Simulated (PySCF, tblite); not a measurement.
# C₅H₈O₂: a rotation path, then NMR shifts on frames, part 1 of 2

Aim: move C₅H₈O₂ (`CO[C@@H]1C=COC1`) away from its starting geometry and see how NMR shifts follow the geometry.

The runs use tblite 0.8.0 and PySCF 2.14.0, with density-fitted response routines of our own; the level of theory stands in each step. All values are computed, except where a source is named. Atoms are numbered from 0 throughout.

**1. The starting structure**

15 atoms, charge 0, multiplicity 1; geometry from: GFN2-xTB.

Bonds of the start (Å): C0–O1 1.40, O1–C2 1.42, C2–C3 1.51, C3–C4 1.33, C4–O5 1.35, O5–C6 1.42, C6–C2 1.54, C0–H7 1.10, C0–H8 1.09, C0–H9 1.10, C2–H10 1.10, C3–H11 1.07, C4–H12 1.08, C6–H13 1.09, C6–H14 1.09.

**2. A band between two rotamers with GFN2-xTB**

The job: settings as JSON, then the geometry in Å.

```
{"job": {"kind": "neb", "xc": "GFN2-xTB", "basis": "xTB", "atoms": [6, 2, 1, 0], "turn": 120}, "charge": 0, "multiplicity": 1}
C     -2.083761    -0.702522     0.502286
O     -1.022848     0.178005     0.769354
C     -0.108210     0.327463    -0.303414
C      0.841871    -0.831953    -0.481206
C      2.070577    -0.417361    -0.202152
O      2.180436     0.894149     0.111505
C      0.874306     1.458999     0.058868
H     -2.655275    -0.376154    -0.376104
H     -2.725064    -0.681134     1.381030
H     -1.733291    -1.726444     0.335145
H     -0.676183     0.541257    -1.225051
H      0.539990    -1.821151    -0.756396
H      2.997918    -0.962047    -0.201737
H      0.877449     2.266684    -0.676740
H      0.617670     1.860198     1.042700
```

With the program's defaults for keys left out, this is: GFN2-xTB climbing-image nudged elastic band, gas phase.

Run with:

```
> OMP_NUM_THREADS=1 python probes_run.py task.json out
```

This one command runs all jobs of the session in turn.

Standard output:

```text
image   E - E0 / eV
  0       0.0000
  1       0.0089
  2       0.0347
  3       0.0696
  4       0.0903
  5       0.0730
  6       0.0267
  7      -0.0132
  8      -0.0238
```

It took 8 s on 1 thread, shared host.

The final band, with the dihedral C6–C2–O1–C0:

| image | dihedral (°) | energy (eV) | energy (kcal/mol) |
| --- | --- | --- | --- |
| 0 | 172 | 0.000 | 0.0 |
| 1 | 185 | 0.009 | 0.2 |
| 2 | 199 | 0.035 | 0.8 |
| 3 | 216 | 0.070 | 1.6 |
| 4 | 235 | 0.090 | 2.1 |
| 5 | 254 | 0.073 | 1.7 |
| 6 | 271 | 0.027 | 0.6 |
| 7 | 284 | -0.013 | -0.3 |
| 8 | 291 | -0.024 | -0.5 |

**3. Nuclear shieldings: image 0, PBE0/pcSseg-1**

The job: settings as JSON, then the geometry in Å.

```
{"job": {"kind": "nmr", "xc": "PBE0", "basis": "pcSseg-1", "pop": false}, "charge": 0, "multiplicity": 1}
C     -2.083800    -0.702500     0.502300
O     -1.022800     0.178000     0.769400
C     -0.108200     0.327500    -0.303400
C      0.841900    -0.832000    -0.481200
C      2.070600    -0.417400    -0.202200
O      2.180400     0.894100     0.111500
C      0.874300     1.459000     0.058900
H     -2.655300    -0.376200    -0.376100
H     -2.725100    -0.681100     1.381000
H     -1.733300    -1.726400     0.335100
H     -0.676200     0.541300    -1.225100
H      0.540000    -1.821200    -0.756400
H      2.997900    -0.962000    -0.201700
H      0.877400     2.266700    -0.676700
H      0.617700     1.860200     1.042700
```

With the program's defaults for keys left out, this is: GIAO PBE0/pcSseg-1 NMR shielding, non-relativistic, gas phase.

Standard output:

```text
coarse grid: 12568 points
cycle   1  E = -345.1568703625  dE =  1.119e+00  |g| = 6.888e-01  |ddm| = 3.407e+00
cycle   2  E = -345.0695666844  dE =  8.730e-02  |g| = 9.919e-01  |ddm| = 1.304e+00
cycle   3  E = -345.2435262381  dE = -1.740e-01  |g| = 1.040e-01  |ddm| = 8.488e-01
cycle   4  E = -345.2452468488  dE = -1.721e-03  |g| = 4.761e-02  |ddm| = 1.065e-01
cycle   5  E = -345.2457368198  dE = -4.900e-04  |g| = 1.658e-02  |ddm| = 4.824e-02
cycle   6  E = -345.2457963690  dE = -5.955e-05  |g| = 5.422e-03  |ddm| = 1.765e-02
cycle   7  E = -345.2458023896  dE = -6.021e-06  |g| = 1.061e-03  |ddm| = 4.453e-03
final grid: 121432 points
cycle   8  E = -345.3096804909  dE = -2.244e-05  |g| = 1.405e-02  |ddm| = 2.646e-02
cycle   9  E = -345.3096308121  dE =  4.968e-05  |g| = 2.185e-02  |ddm| = 2.069e-02
cycle  10  E = -345.3097154365  dE = -8.462e-05  |g| = 2.077e-03  |ddm| = 1.395e-02
cycle  11  E = -345.3097164453  dE = -1.009e-06  |g| = 3.692e-04  |ddm| = 1.909e-03
cycle  12  E = -345.3097164689  dE = -2.353e-08  |g| = 1.681e-04  |ddm| = 4.312e-04
cycle  13  E = -345.3097164751  dE = -6.213e-09  |g| = 2.208e-05  |ddm| = 1.595e-04
cycle  14  E = -345.3097164751  dE = -6.821e-11  |g| = 1.115e-05  |ddm| = 2.121e-05
converged SCF energy = -345.3097164751

GIAO shielding tensors (ppm)
atom      isotropic    diamagn.    paramagn.     s11        s22        s33       span
  0 C      129.150     244.530    -115.380     97.422    107.531    182.496     85.074
  1 O      276.983     397.821    -120.838    242.677    259.963    328.308     85.631
  2 C       98.358     245.252    -146.895     70.115     89.689    135.268     65.153
  3 C       84.668     256.879    -172.212    -16.845    116.170    154.678    171.523
  4 C       27.544     251.941    -224.397    -70.168     59.397     93.404    163.572
  5 O      195.915     395.606    -199.691    108.714    192.205    286.826    178.113
  6 C      108.344     246.624    -138.280     74.630     98.976    151.424     76.794
  7 H       28.562      29.302      -0.740     24.708     26.310     34.667      9.960
  8 H       27.944      28.516      -0.571     23.871     25.580     34.381     10.510
  9 H       28.151      30.173      -2.022     23.652     26.675     34.126     10.474
 10 H       26.883      31.678      -4.794     24.130     26.767     29.753      5.622
 11 H       26.193      32.660      -6.467     24.056     26.240     28.282      4.226
 12 H       25.149      29.434      -4.285     23.174     24.860     27.412      4.238
 13 H       27.158      29.100      -1.942     22.650     27.215     31.607      8.957
 14 H       27.365      29.789      -2.424     23.323     27.903     30.869      7.546
```

Run time: 43 s. Hardware: 1 thread, shared host.

Shifts follow as δ = σ(reference) − σ, with reference shieldings (ppm) from runs at the same level and on the same kind of geometry: 1H TMS 31.72, 13C TMS 186.9, 17O H2O 336.1. The references are single molecules in the gas phase, so shifts against H2O, NH3, PH3, H3PO4 or CFCl3 are not on the usual liquid scales and can be off by tens of ppm. Each atom is listed at this fixed geometry, with no averaging over motion; a spectrum would average atoms that exchange fast.

```csv
atoms,environment,σ (ppm),δ (ppm)
C4,alkene carbon bearing oxygen,27.5,159.4
C3,β carbon of an enol-ether or enamine type C=C,84.7,102.3
C2,allylic sp3 CH bonded to O,98.4,88.6
C6,sp3 CH2 bonded to O,108.3,78.6
C0,methyl carbon bonded to O,129.1,57.8
H12,hydrogen on an alkene carbon bearing oxygen,25.15,6.57
H11,hydrogen on a β carbon of an enol-ether or enamine type C=C,26.19,5.52
H10,hydrogen on an allylic sp3 CH bonded to O,26.88,4.83
H13,hydrogen on an sp3 CH2 bonded to O,27.16,4.56
H14,hydrogen on an sp3 CH2 bonded to O,27.36,4.35
H8,hydrogen on a methyl carbon bonded to O,27.94,3.77
H9,hydrogen on a methyl carbon bonded to O,28.15,3.57
H7,hydrogen on a methyl carbon bonded to O,28.56,3.16
O5,ether oxygen,195.9,140.2
O1,ether oxygen,277.0,59.1
```

Ring of atoms C2, C3, C4, O5, C6: NICS(0) -4.5, NICS(1) -3.0, NICS(1)zz -4.4 ppm (means of both faces).

**4. Shielding tensors: image 2, PBE0/pcSseg-1**

The job: settings as JSON, then the geometry in Å.

```
{"job": {"kind": "nmr", "xc": "PBE0", "basis": "pcSseg-1", "pop": false}, "charge": 0, "multiplicity": 1}
C     -1.948700    -0.782200     0.553400
O     -1.147300     0.371400     0.612900
C     -0.157600     0.475100    -0.401900
C      0.689900    -0.757000    -0.595400
C      1.920200    -0.492400    -0.175800
O      2.127300     0.776600     0.241700
C      0.899500     1.484500     0.089400
H     -2.420100    -0.899200    -0.429200
H     -2.718700    -0.651300     1.311400
H     -1.368000    -1.682300     0.782800
H     -0.645300     0.791300    -1.339400
H      0.327800    -1.680900    -0.997100
H      2.780700    -1.135800    -0.126500
H      1.058000     2.309000    -0.610000
H      0.598000     1.881200     1.061800
```

With the program's defaults for keys left out, this is: GIAO PBE0/pcSseg-1 NMR shielding, non-relativistic, gas phase.

Standard output:

```text
coarse grid: 12568 points
cycle   1  E = -345.1546200597  dE =  1.118e+00  |g| = 6.905e-01  |ddm| = 3.397e+00
cycle   2  E = -345.0663214787  dE =  8.830e-02  |g| = 9.961e-01  |ddm| = 1.321e+00
cycle   3  E = -345.2414468328  dE = -1.751e-01  |g| = 1.052e-01  |ddm| = 8.661e-01
cycle   4  E = -345.2431771376  dE = -1.730e-03  |g| = 5.030e-02  |ddm| = 1.093e-01
cycle   5  E = -345.2437292800  dE = -5.521e-04  |g| = 1.706e-02  |ddm| = 5.095e-02
cycle   6  E = -345.2437919399  dE = -6.266e-05  |g| = 5.280e-03  |ddm| = 1.785e-02
cycle   7  E = -345.2437975891  dE = -5.649e-06  |g| = 1.008e-03  |ddm| = 4.416e-03
final grid: 121432 points
cycle   8  E = -345.3081624196  dE = -2.816e-05  |g| = 1.389e-02  |ddm| = 2.793e-02
cycle   9  E = -345.3081137756  dE =  4.864e-05  |g| = 2.164e-02  |ddm| = 2.087e-02
cycle  10  E = -345.3081965777  dE = -8.280e-05  |g| = 2.031e-03  |ddm| = 1.399e-02
cycle  11  E = -345.3081975458  dE = -9.681e-07  |g| = 4.002e-04  |ddm| = 1.939e-03
cycle  12  E = -345.3081975736  dE = -2.788e-08  |g| = 1.780e-04  |ddm| = 4.587e-04
cycle  13  E = -345.3081975806  dE = -6.966e-09  |g| = 2.783e-05  |ddm| = 1.729e-04
cycle  14  E = -345.3081975807  dE = -1.218e-10  |g| = 1.191e-05  |ddm| = 2.601e-05
converged SCF energy = -345.3081975807

GIAO shielding tensors (ppm)
atom      isotropic    diamagn.    paramagn.     s11        s22        s33       span
  0 C      132.399     245.039    -112.640    105.068    111.781    180.349     75.280
  1 O      279.655     397.708    -118.053    215.637    277.806    345.521    129.884
  2 C      100.863     244.593    -143.729     71.037     95.064    136.489     65.453
  3 C       84.290     257.648    -173.358    -15.765    118.152    150.484    166.249
  4 C       26.964     252.158    -225.195    -71.322     58.466     93.747    165.069
  5 O      192.492     395.639    -203.147    103.143    188.744    285.590    182.447
  6 C      106.509     246.494    -139.986     73.626     98.416    147.484     73.858
  7 H       28.736      29.608      -0.872     25.318     25.819     35.071      9.753
  8 H       28.134      28.551      -0.418     23.919     25.961     34.521     10.602
  9 H       27.900      30.268      -2.368     23.507     26.818     33.376      9.869
 10 H       26.524      30.862      -4.338     22.836     26.394     30.344      7.508
 11 H       26.324      33.019      -6.695     24.256     26.423     28.294      4.038
 12 H       25.115      29.639      -4.524     23.148     24.673     27.524      4.376
 13 H       27.174      28.877      -1.703     22.560     27.128     31.834      9.274
 14 H       27.218      29.696      -2.478     23.381     27.638     30.636      7.255
```

Wall time 43 s (1 thread, shared host).

In short: δ C4 160.0, C3 102.6, C2 86.1, C6 80.4, H12 6.60, H11 5.39 ppm.

(Continued in part 2 of 2.)
